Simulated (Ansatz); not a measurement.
**BCl3H2O3Si: a ladder of functionals and wavefunction methods**

Aim: compute BCl3H2O3Si with functionals from several rungs and with coupled cluster, and see how far each lands from CCSD(T) at the basis-set limit for the atomisation energy.

Computed with Ansatz 0.2.0, Gaussian basis. Level: functionals in def2-TZVPP, the program's frozen cores in correlated methods.

The runs, in order: PBE-D4, r2SCAN-D4, PBE0-D4, B3LYP-D4, ωB97X-V, ωB97M-V, B2PLYP; CCSD(T)/def2-TZVPP; MP2/def2-QZVPP; extrapolation to the limit.

### 1 The geometry

The geometry comes from an earlier relaxation with PBE0-D4 in a triple-zeta def2 set; it is a stationary point, not always the lowest conformer.

SMILES `OB(O)O[Si](Cl)(Cl)Cl`, 10 atoms, charge 0, spin multiplicity 1.

Atoms are counted from 1 here; the program's logs count them from 0.

Bond lengths: O1–B2 1.356 Å, O1–H9 0.960 Å, B2–O3 1.360 Å, B2–O4 1.378 Å, O3–H10 0.960 Å, O4–Si5 1.614 Å, Si5–Cl6 2.024 Å, Si5–Cl7 2.024 Å, Si5–Cl8 2.024 Å. Angles: B2–O1–H9 112.8°, O1–B2–O3 120.9°, O1–B2–O4 119.1°, O3–B2–O4 120.0°, B2–O3–H10 112.9°, B2–O4–Si5 135.2°, O4–Si5–Cl6 111.0°, O4–Si5–Cl7 111.0°, O4–Si5–Cl8 106.9°, Cl6–Si5–Cl7 109.5°, Cl6–Si5–Cl8 109.2°, Cl7–Si5–Cl8 109.2°.

### 2 PBE-D4 (GGA)

Contents of in.yaml:

```yaml
crystal:
  periodic: [false, false, false]
  atoms:
    - {symbol: O, position_ang: [-1.557387, -0.650204, -0.588813]}
    - {symbol: B, position_ang: [-1.013797, 0.008853, 0.464812]}
    - {symbol: O, position_ang: [-1.777315, 0.377635, 1.528127]}
    - {symbol: O, position_ang: [0.332347, 0.304318, 0.448010]}
    - {symbol: Si, position_ang: [1.547508, 0.051293, -0.583859]}
    - {symbol: Cl, position_ang: [1.192751, 0.958376, -2.358409]}
    - {symbol: Cl, position_ang: [1.842687, -1.928635, -0.884691]}
    - {symbol: Cl, position_ang: [3.207834, 0.851852, 0.252111]}
    - {symbol: H, position_ang: [-2.498120, -0.809344, -0.483782]}
    - {symbol: H, position_ang: [-1.276508, 0.835877, 2.206504]}
basis:
  gaussian: {orbitals: def2-TZVPP}
hamiltonian: {xc: pbe, dispersion: d4}
output: {forces: true, orbitals: {seedname: orbitals}}
```

Run with:

```sh
> ansatz run in.yaml --threads 2 --pin off --events-out ev --progress --plain --max-ram 22528MiB --backend cuda --devices 0, --max-vram 18GiB
```

The runs that follow: r2SCAN-D4 (meta-GGA); PBE0-D4 (hybrid); B3LYP-D4 (hybrid); ωB97X-V (range-separated); ωB97M-V (range-separated); B2PLYP (double hybrid); CCSD(T) in def2-TZVPP; MP2 in def2-QZVPP.

**Question.** What will the summary of the whole plan be? Wanted: atomisation energy, CCSD(T)/CBS; farthest; mean size of error, hybrid; mean size of error, range-separated; gap, smallest and largest; T1 diagnostic; triples share of the correlation energy.

The runs gave:

```
                               quantity                                 value
        atomisation energy, CCSD(T)/CBS                       1018.4 kcal/mol
functionals within 5.1 kcal/mol (0.5 %)                      PBE0-D4, ωB97X-V
                               farthest               PBE-D4 (+19.9 kcal/mol)
             mean size of error, hybrid                          8.7 kcal/mol
    mean size of error, range-separated                          3.0 kcal/mol
              gap, smallest and largest  6.87 eV (PBE-D4), 13.77 eV (ωB97X-V)
                          T1 diagnostic                                0.0108
triples share of the correlation energy                                 3.9 %
```

What this shows: PBE-D4 is off by +19.9 kcal/mol. Double hybrids carry the basis error of their MP2 part in triple zeta, and no dispersion term here, so their miss is partly the set-up's. Misses under about 5.1 kcal/mol are within the doubt on the reference itself, which lacks core-valence correlation, relativity and higher excitations. Hartree-Fock recovers 72 % of the binding; the rest is correlation. Orbital gaps span 6.9 to 13.8 eV; exact exchange widens them.
